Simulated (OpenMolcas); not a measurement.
# Ir⁵⁺ among point charges: CASSCF and CASPT2 levels and susceptibility, part 2 of 2

Aim: the splitting of the states of Ir⁵⁺ in the field of 2 point charges, its lowest levels with spin-orbit coupling and its magnetic susceptibility.

OpenMolcas 26.06; ANO-RCC-VDZP, DKH2, active space 4 electrons in 5 orbitals (5d), orbitals: per spin and parity. Surroundings: 2 point charges of -0.5 e arranged as a linear pair (D∞h), 2.17 Å from the ion.

**7. CASPT2: IPEA 0.25, imaginary shift 0.1 (closed shells correlated: 5s 5p)**

File a.inp:

```
>>> COPY JOB001 $Project.JobIph
&CASPT2
Multistate=5 1 2 3 4 5
NoMult
Frozen=14 16
IPEA=0.25
Imaginary=0.1
MaxIter=60
WThr=0.0 0.3 0.05
PrWF=0.5
NoMix
>>> COPY JOB002 $Project.JobIph
&CASPT2
Multistate=45 1 2 3 4 5 6 7 8 9 10 11 12 13 14 15 16 17 18 19 20 21 22
23 24 25 26 27 28 29 30 31 32 33 34 35 36 37 38 39 40 41 42 43 44 45
NoMult
Frozen=14 16
IPEA=0.25
Imaginary=0.1
MaxIter=60
WThr=0.0 0.3 0.05
PrWF=0.5
NoMix
>>> COPY JOB003 $Project.JobIph
&CASPT2
Multistate=50 1 2 3 4 5 6 7 8 9 10 11 12 13 14 15 16 17 18 19 20 21 22
23 24 25 26 27 28 29 30 31 32 33 34 35 36 37 38 39 40 41 42 43 44 45 46
47 48 49 50
NoMult
Frozen=14 16
IPEA=0.25
Imaginary=0.1
MaxIter=60
WThr=0.0 0.3 0.05
PrWF=0.5
NoMix
```

The program printed:

```text
Orbital specifications:
      -----------------------

      Symmetry species                           1   2
                                                ag  au
      Frozen orbitals                           14  16
      Inactive orbitals                          1   3
      Active orbitals                            5   0
      Secondary orbitals                         7  13
      Deleted orbitals                           0   0
      Number of basis functions                 27  32
Type of calculation                        SS-CASPT2
      Fock operator                              state-specific
      IPEA shift                                 0.25
      Real shift                                 0.00
      Imaginary shift                            0.10
      The input orbitals will be transformed to quasi-canonical
Reference energy:      -17806.3977296848
      E2 (Non-variational):      -0.1528102864
      Shift correction:          -0.0000606363
      E2 (Variational):          -0.1528709227
      Total energy:          -17806.5506006075
      Residual norm:              0.0000006853
      Reference weight:           0.97128
      Contributions to the CASPT2 correlation energy
      Active & Virtual Only:         -0.0211062620
      One Inactive Excited:          -0.0771899848
      Two Inactive Excited:          -0.0545140396
Reference energy:      -17806.3900719810
      E2 (Non-variational):      -0.1528116831
      Shift correction:          -0.0000606965
      E2 (Variational):          -0.1528723796
      Total energy:          -17806.5429443607
      Residual norm:              0.0000007232
      Reference weight:           0.97127
      Contributions to the CASPT2 correlation energy
      Active & Virtual Only:         -0.0210653265
      One Inactive Excited:          -0.0772394723
      Two Inactive Excited:          -0.0545068843
::    CASPT2 Root  1     Total energy: -17806.55060061
::    CASPT2 Root  2     Total energy: -17806.54294436
::    CASPT2 Root  3     Total energy: -17806.54294436
::    CASPT2 Root  4     Total energy: -17806.53083169
::    CASPT2 Root  5     Total energy: -17806.53085482
Orbital specifications:
      -----------------------

      Symmetry species                           1   2
                                                ag  au
      Frozen orbitals                           14  16
      Inactive orbitals                          1   3
      Active orbitals                            5   0
      Secondary orbitals                         7  13
      Deleted orbitals                           0   0
      Number of basis functions                 27  32
Type of calculation                        SS-CASPT2
      Fock operator                              state-specific
      IPEA shift                                 0.25
      Real shift                                 0.00
      Imaginary shift                            0.10
      The input orbitals will be transformed to quasi-canonical
Reference energy:      -17806.3044432435
      E2 (Non-variational):      -0.1562095225
      Shift correction:          -0.0000697036
      E2 (Variational):          -0.1562792261
      Total energy:          -17806.4607224696
      Residual norm:              0.0000003952
      Reference weight:           0.96990
      Contributions to the CASPT2 correlation energy
      Active & Virtual Only:         -0.0211731610
      One Inactive Excited:          -0.0835380197
      Two Inactive Excited:          -0.0514983418
Reference energy:      -17806.3044432435
      E2 (Non-variational):      -0.1561906897
      Shift correction:          -0.0000696749
      E2 (Variational):          -0.1562603646
      Total energy:          -17806.4607036081
      Residual norm:              0.0000003952
      Reference weight:           0.96990
      Contributions to the CASPT2 correlation energy
      Active & Virtual Only:         -0.0211733908
      One Inactive Excited:          -0.0835237753
      Two Inactive Excited:          -0.0514935236
::    CASPT2 Root  1     Total energy: -17806.46072247
::    CASPT2 Root  2     Total energy: -17806.46070361
::    CASPT2 Root  3     Total energy: -17806.45907716
::    CASPT2 Root  4     Total energy: -17806.45908653
::    CASPT2 Root  5     Total energy: -17806.45750780
::    CASPT2 Root  6     Total energy: -17806.45750767
::    CASPT2 Root  7     Total energy: -17806.45609321
::    CASPT2 Root  8     Total energy: -17806.45609894
::    CASPT2 Root  9     Total energy: -17806.45237786
::    CASPT2 Root 10     Total energy: -17806.45237786
::    CASPT2 Root 11     Total energy: -17806.45344704
::    CASPT2 Root 12     Total energy: -17806.45490840
::    CASPT2 Root 13     Total energy: -17806.45326366
::    CASPT2 Root 14     Total energy: -17806.45326367
::    CASPT2 Root 15     Total energy: -17806.45039881
::    CASPT2 Root 16     Total energy: -17806.45039065
::    CASPT2 Root 17     Total energy: -17806.44701830
::    CASPT2 Root 18     Total energy: -17806.44701844
::    CASPT2 Root 19     Total energy: -17806.44796178
::    CASPT2 Root 20     Total energy: -17806.44796177
::    CASPT2 Root 21     Total energy: -17806.44206792
::    CASPT2 Root 22     Total energy: -17806.44227274
::    CASPT2 Root 23     Total energy: -17806.43959522
::    CASPT2 Root 24     Total energy: -17806.43959522
::    CASPT2 Root 25     Total energy: -17806.43459477
::    CASPT2 Root 26     Total energy: -17806.43458631
::    CASPT2 Root 27     Total energy: -17806.43309029
::    CASPT2 Root 28     Total energy: -17806.43305001
::    CASPT2 Root 29     Total energy: -17806.43183772
::    CASPT2 Root 30     Total energy: -17806.43184701
Orbital specifications:
      -----------------------

      Symmetry species                           1   2
                                                ag  au
      Frozen orbitals                           14  16
      Inactive orbitals                          1   3
      Active orbitals                            5   0
      Secondary orbitals                         7  13
      Deleted orbitals                           0   0
      Number of basis functions                 27  32
Type of calculation                        SS-CASPT2
      Fock operator                              state-specific
      IPEA shift                                 0.25
      Real shift                                 0.00
      Imaginary shift                            0.10
      The input orbitals will be transformed to quasi-canonical
Reference energy:      -17806.2650570971
      E2 (Non-variational):      -0.1576010212
      Shift correction:          -0.0000659658
      E2 (Variational):          -0.1576669870
      Total energy:          -17806.4227240841
      Residual norm:              0.0000002341
      Reference weight:           0.96973
      Contributions to the CASPT2 correlation energy
      Active & Virtual Only:         -0.0201669947
      One Inactive Excited:          -0.0878896914
      Two Inactive Excited:          -0.0495443351
Reference energy:      -17806.2650570971
      E2 (Non-variational):      -0.1576010212
      Shift correction:          -0.0000659658
      E2 (Variational):          -0.1576669870
      Total energy:          -17806.4227240841
      Residual norm:              0.0000002341
      Reference weight:           0.96973
      Contributions to the CASPT2 correlation energy
      Active & Virtual Only:         -0.0201669947
      One Inactive Excited:          -0.0878896914
      Two Inactive Excited:          -0.0495443351
::    CASPT2 Root  1     Total energy: -17806.42272408
::    CASPT2 Root  2     Total energy: -17806.42272408
::    CASPT2 Root  3     Total energy: -17806.41510299
::    CASPT2 Root  4     Total energy: -17806.41510296
::    CASPT2 Root  5     Total energy: -17806.41537012
::    CASPT2 Root  6     Total energy: -17806.41509465
::    CASPT2 Root  7     Total energy: -17806.41509464
::    CASPT2 Root  8     Total energy: -17806.41102009
::    CASPT2 Root  9     Total energy: -17806.41103184
::    CASPT2 Root 10     Total energy: -17806.41369872
::    CASPT2 Root 11     Total energy: -17806.41369698
::    CASPT2 Root 12     Total energy: -17806.40931680
::    CASPT2 Root 13     Total energy: -17806.40931819
::    CASPT2 Root 14     Total energy: -17806.40962343
::    CASPT2 Root 15     Total energy: -17806.40960314
::    CASPT2 Root 16     Total energy: -17806.41132712
::    CASPT2 Root 17     Total energy: -17806.41133458
::    CASPT2 Root 18     Total energy: -17806.40723267
::    CASPT2 Root 19     Total energy: -17806.40723267
::    CASPT2 Root 20     Total energy: -17806.40703514
::    CASPT2 Root 21     Total energy: -17806.40423600
::    CASPT2 Root 22     Total energy: -17806.40423642
::    CASPT2 Root 23     Total energy: -17806.39986536
::    CASPT2 Root 24     Total energy: -17806.39195765
::    CASPT2 Root 25     Total energy: -17806.39194807
::    CASPT2 Root 26     Total energy: -17806.38028146
::    CASPT2 Root 27     Total energy: -17806.38028143
::    CASPT2 Root 28     Total energy: -17806.37545529
::    CASPT2 Root 29     Total energy: -17806.37444382
::    CASPT2 Root 30     Total energy: -17806.37447974
```

Time for this run: 7.9 s (1 thread of Arm Neoverse V1, shared host).

SS-CASPT2: lowest energy less the reference's lowest, -0.1529 hartree; reference weights 0.961 to 0.971.

Spin-free states, with their symmetry labels:

| state | degeneracy | E (cm-1) | free-ion L (%) |
| --- | --- | --- | --- |
| 5Sigma | 1 | 0 | D (100) |
| 5Pi | 2 | 1680 | D (100) |
| 5Delta | 2 | 4336 | D (100) |
| 3Gamma | 2 | 19728 | H (89) |
| 3Phi | 2 | 20086 | H (88) |
| 3H | 2 | 20432 | H (100) |
| 3Delta | 2 | 20741 | H (89) |
| 3Sigma | 1 | 21002 | P (41) |
| 3Sigma | 1 | 21323 | H (77) |
| 3Pi | 2 | 21363 | P (51) |
| 3Pi | 2 | 21557 | H (93) |
| 3Delta | 2 | 21993 | F (84) |
| 3Pi | 2 | 22527 | F (52) |
| 3Phi | 2 | 22734 | F (90) |
| 3Sigma | 1 | 23775 | F (54) |
| 3Sigma | 1 | 23820 | G (93) |
| 3Pi | 2 | 24363 | G (84) |
| 3Delta | 2 | 25461 | G (83) |
| 3Gamma | 2 | 25795 | G (89) |
| 3Phi | 2 | 26064 | G (80) |
| 1I | 2 | 28066 | I (100) |
| 1Sigma | 1 | 29680 | I (57) |
| 1H | 2 | 29738 | I (100) |
| 1Pi | 2 | 29740 | I (58) |

With spin-orbit coupling:

| E (cm-1) | Degeneracy | 2S+1 | g |
| --- | --- | --- | --- |
| 0 | 1 | 5 |  |
| 5340 | 2 | 5 | 0.00 0.00 3.49 |
| 7310 | 1 | 5 |  |
| 10140 | 2 | 5 | 0.00 0.00 6.80 |
| 11370 | 2 | 5 | 0.00 0.00 3.24 |
| 11510 | 1 | 5 |  |
| 14370 | 2 | 5 | 0.00 0.00 6.00 |
| 14550 | 2 | 5 | 0.00 0.00 3.44 |
| 14590 | 2 | 5 | 0.00 0.00 9.21 |
| 14930 | 1 | 5 |  |
| 16290 | 1 | 5 |  |
| 16840 | 2 | 5 | 0.00 0.00 1.48 |
| 17580 | 2 | 5 | 0.00 0.00 4.38 |
| 18000 | 2 | 5 | 0.00 0.00 7.51 |
| 18100 | 2 | 5 | 0.00 0.00 10.56 |
| 23880 | 1 | 3 |  |
| 25500 | 2 | 3 | 0.00 0.00 6.33 |
| 25830 | 2 | 3 | 0.00 0.00 4.36 |
| 25980 | 2 | 3 | 0.00 0.00 8.38 |
| 26380 | 2 | 3 | 0.00 0.00 2.33 |
| 26660 | 1 | 3 |  |
| 29420 | 2 | 3 | 0.00 0.00 4.06 |
| 29960 | 2 | 3 | 0.00 0.00 2.35 |
| 30520 | 1 | 3 |  |

Powder χT (cm³ K/mol): 0.00 at 2 K, 0.00 at 5 K, 0.00 at 10 K, 0.00 at 20 K, 0.01 at 50 K, 0.01 at 100 K, 0.02 at 150 K, 0.03 at 200 K, 0.03 at 250 K, 0.04 at 300 K.

**8. The methods side by side**

A. CASSCF
B. SS-CASPT2, IPEA 0.25, imaginary shift 0.1 (closed shells correlated: 5s 5p)

| method | ground state | first state of that spin (cm-1) | first gap with spin-orbit (cm-1) | χT at 300 K |
| --- | --- | --- | --- | --- |
| A | 5Sigma | 5Pi 1681 | 4808.0 | 0.05 |
| B | 5Sigma | 5Pi 1680 | 5339.3 | 0.04 |

**9. What came out**

What follows sums up all 2 parts.

```
                                            quantity                                                                        value
                                              method  SS-CASPT2, IPEA 0.25, imaginary shift 0.1 (closed shells correlated: 5s 5p)
                              spin-free ground state                                           5Sigma, 1-fold in its orbital part
first state of the same spin within the active space                                                             5Pi at 1680 cm⁻¹
                                        lowest level                                                                       1-fold
                                          next level                                                                  5339.3 cm⁻¹
                                         χT at 300 K                                                               0.04 cm³ K/mol
                           effective moment at 300 K                                                                      0.58 μB
```

Cost by method:

| method | time of its own steps | time with the reference |
| --- | --- | --- |
| A. CASSCF | 25 s | 25 s |
| B. SS-CASPT2, IPEA 0.25, imaginary shift 0.1, +5s 5p | 7.9 s | 32 s |

Times are of one thread on a shared host.

The spin-free ground state (5Sigma) comes to 100 % from free-ion D terms and keeps the highest spin of the shell. χT at 300 K is 0.04, against 3.01 cm³ K/mol for the spin alone, so spin-orbit coupling lowers it. An active space of the d shell alone favours high spin; real ions in strong fields can be low spin. CASPT2 does not keep the components of a term degenerate, and the means are used. The field of point charges can differ much from that of real complexes. With metal d orbitals alone active, the gaps between spin states are rough; where two lie within a few thousand cm-1, their order is open. This is an electrostatic model: the charges have no orbitals.
